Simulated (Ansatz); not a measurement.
# Hf2ZrTe6: the cost of one run

Program: Ansatz 0.2.0. Level of theory: DFT PBE, scalar-relativistic, plane waves, PAW. These are calculated values, not measurements.

### Step 1. Starting point

Symmetry: P-3m1, No. 164, trigonal system. Conventional cell: a = 3.975 Å, b = 3.975 Å, c = 21.469 Å, α = 90.00°, β = 90.00°, γ = 120.00°. Zr (site symmetry -3m) is surrounded by 6 Te at 2.92 Å. Hf (site symmetry 3m) has 6 Te at 2.90 Å in its first shell of neighbours. Te (site symmetry 3m) has 3 Zr at 2.92 Å in its first shell of neighbours. Te (site symmetry 3m) has 3 Hf at 2.90 Å in its first shell of neighbours.

As a file:

```
Zr Hf Te
1.0
     3.97491    0.00000    0.00000
    -1.98745    3.44237    0.00000
     0.00000    0.00000   21.46905
Zr Hf Te
1 2 6
Cartesian
  0.0000 0.0000 0.0000
  0.0000 0.0000 7.1295
  0.0000 0.0000 14.3395
  0.0000 2.2949 1.8005
  0.0000 2.2949 8.9039
  0.0000 2.2949 16.1125
  1.9875 1.1475 5.3566
  1.9875 1.1475 12.5651
  1.9875 1.1475 19.6686
```

The cell was relaxed beforehand at this level, from a generated guess; it needn't be the stable form of this composition. At a tolerance of 0.05 Å it has space group P-3m1 (No. 164); it has 32.64 Å³/atom, an uncorrected energy of -0.85 eV/atom over the elements.

### Step 2. Static run: bands, density of states and charges

input.yaml

```yaml
crystal:
  lattice:
    - [3.9749083699, 0.0, 0.0]
    - [-1.987454185, 3.4423716261, 0.0]
    - [0.0, 0.0, 21.4690505]
  atoms:
    - { symbol: Zr, position: [0.0, 0.0, 0.0] }
    - { symbol: Hf, position: [0.0, 0.0, 0.332083] }
    - { symbol: Hf, position: [0.0, 0.0, 0.667917] }
    - { symbol: Te, position: [0.3333333333, 0.6666666667, 0.083863] }
    - { symbol: Te, position: [0.3333333333, 0.6666666667, 0.414733] }
    - { symbol: Te, position: [0.3333333333, 0.6666666667, 0.750498] }
    - { symbol: Te, position: [0.6666666667, 0.3333333333, 0.249502] }
    - { symbol: Te, position: [0.6666666667, 0.3333333333, 0.585267] }
    - { symbol: Te, position: [0.6666666667, 0.3333333333, 0.916137] }
basis:
  ecutwfc: 420
kpoints:
  mp_grid: { grid: [12, 12, 2] }
  band_path:
    path:
      - [[0.0, 0.0, 0.0], [0.5, 0.0, 0.0], [0.33333333, 0.33333333, 0.0], [0.0, 0.0, 0.0], [0.0, 0.0, 0.5], [0.5, 0.0, 0.5], [0.33333333, 0.33333333, 0.5], [0.0, 0.0, 0.5]]
      - [[0.5, 0.0, 0.5], [0.5, 0.0, 0.0]]
      - [[0.33333333, 0.33333333, 0.5], [0.33333333, 0.33333333, 0.0]]
    npoints: 14
hamiltonian:
  xc: pbe
scf:
  occupations: { method: gaussian, width: 0.1 }
  n_extra_bands: 22
output:
  forces: true
  stress: true
  eigenvalues: true
  populations: true
  dos: { projected: true, de: 0.02, nscf_kmesh: { grid: [15, 15, 3] } }
  bader: true
  write_density: true
  write_potential: true
  elf: true
  volumetric_format: npy
```

Launch:

```console
$ ansatz run input.yaml --threads 4 --pin off --max-ram 8192MiB --backend cpu --events-out ev --progress --plain --runs-dir out
```

What time and memory should one allow on 4 threads of Intel Xeon 6975P-C (Granite Rapids), shared host?

About 46 s, with a peak of 2.5 GiB.
